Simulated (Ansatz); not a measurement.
# Hf2: the cost of one run

Computed with Ansatz 0.2.0, Gaussian basis. Level: def2-TZVPP, core rule «outside noble gas», up to 8 orbitals frozen.

To be run: UHF; CCSD(T) on ROHF; CCSD(T) on UHF; CCSDT(Q) on ROHF; CCSDT(Q) on UHF.

8 further runs of the same task are left out: 4 for a known fault of the program, 4 set aside as unsound or not needed.

## (1) The system

The geometry is a PBE0/def2-TZVP stationary point (not a proven minimum) of the parent state, kept for this charge and spin. No spin-orbit coupling is included. Elements past krypton take def2 core potentials.

2 atoms, charge 1, spin multiplicity 2.

Atoms are counted from 1 here; the program's logs count them from 0.

Bond lengths: Hf1–Hf2 2.567 Å.

As a file:

```xyz
2
Hf2
Hf    0.0000    0.0000    0.0000
Hf    0.0000    0.0000    2.5666
```

## (2) UHF

File in.yaml:

```yaml
crystal:
  periodic: [false, false, false]
  atoms:
    - {symbol: Hf, position_ang: [0.000000, 0.000000, 0.000000]}
    - {symbol: Hf, position_ang: [0.000000, 0.000000, 2.566600]}
basis:
  gaussian: {orbitals: def2-TZVPP}
total_charge: 1
magnetization: {spin_polarized: true, initial_magnetization: 1}
hamiltonian: {xc: hf}
output: {orbitals: {seedname: orbitals}}
```

Started as:

```console
ansatz run in.yaml --threads 1 --pin off --events-out ev --progress --plain --max-ram 4096MiB --backend cpu
```

**Question.** How long does this run take on 1 thread of AMD EPYC 7R13, shared host, and how much memory does it need?

About 63 s, with a peak of 0.28 GiB.
